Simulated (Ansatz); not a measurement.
# ScZn: how the settings move a single-point run

Aim: see which settings change the result for ScZn, by how much, and at what cost.

Method: reference: DFT, PBEsol, all-electron LAPW, scalar-relativistic, in Ansatz 0.2.0.

## (1) The system as given

Symmetry: Pm-3m, No. 221, cubic system. Conventional cell: a = 3.334 Å, b = 3.334 Å, c = 3.334 Å, α = 90.00°, β = 90.00°, γ = 90.00°. Around Sc (site symmetry m-3m) lie 8 Zn at 2.89 Å. Around Zn (site symmetry m-3m) lie 8 Sc at 2.89 Å.

Coordinates:

```cif
data_structure
_symmetry_space_group_name_H-M 'Pm-3m'
_symmetry_Int_Tables_number 221
_cell_length_a 3.3340
_cell_length_b 3.3340
_cell_length_c 3.3340
_cell_angle_alpha 90.000
_cell_angle_beta 90.000
_cell_angle_gamma 90.000
_cell_volume 37.06
loop_
_atom_site_label
_atom_site_type_symbol
_atom_site_symmetry_multiplicity
_atom_site_Wyckoff_symbol
_atom_site_fract_x
_atom_site_fract_y
_atom_site_fract_z
_atom_site_occupancy
Sc1 Sc 1 a 0.00000 0.00000 0.00000 1
Zn1 Zn 1 b 0.50000 0.50000 0.50000 1
```

## (2) Reference

The input, input.yaml:

```yaml
crystal:
  lattice:
    - [3.33401869, 0.0, 0.0]
    - [0.0, 3.33401869, 0.0]
    - [0.0, 0.0, 3.33401869]
  atoms:
    - { symbol: Sc, position: [0.0, 0.0, 0.0] }
    - { symbol: Zn, position: [0.5, 0.5, 0.5] }
kpoints:
  mp_grid: { grid: [9, 9, 9] }
scf:
  occupations: { method: fermi_dirac, width: 0.05 }
hamiltonian:
  xc: pbesol
  pseudopotentials: { kind: all_electron, lapw: { basis_error: 0.001 } }
output:
  forces: true
  stress: true
  eigenvalues: true
  populations: true
```

On the command line:

```console
$ ansatz run input.yaml --threads 1 --pin off --max-ram 2048MiB --backend cpu --events-out ev --progress --plain --runs-dir out
```

## (3) Changing settings: lower_state_search standard

input.yaml: that of step 2 with these lines changed.

```diff
@@ -12,2 +12,3 @@
   occupations: { method: fermi_dirac, width: 0.05 }
+  lower_state_search: standard
 hamiltonian:
```

Before running it: what results should come out? Wanted: for each run, ending; energy change; pressure; gap; force.

**Answer**, as computed:

| run | ending | energy change | pressure (GPa) | gap (eV) | force (eV/Å) | cycles | time |
| --- | --- | --- | --- | --- | --- | --- | --- |
| reference | converged | 0 | -2.3 | 0.00 | 0.00 | 8 | 4.8 s |
| 1: lower_state_search standard | converged | 0.0 meV/atom | -2.3 | 0.00 | 0.00 | 8 | 4.8 s |

Residual by cycle in the longest SCF loop of each run; runs are numbered as in the table. The quantity is the density residual dr2, in eV.

| cycle | reference | run 1 |
| --- | --- | --- |
| 1 | 0.0622 | 0.0622 |
| 2 | 0.0604 | 0.0604 |
| 3 | 0.00445 | 0.00445 |
| 4 | 0.00166 | 0.00166 |
| 5 | 3.4e-5 | 3.4e-5 |
| 6 | 7.5e-6 | 7.5e-6 |
| 7 | 4.3e-8 | 4.3e-8 |
| 8 | 4.2e-10 | 4.2e-10 |

**Reading.** The changed input (search for lower states) leaves the energy the same to the digits printed.
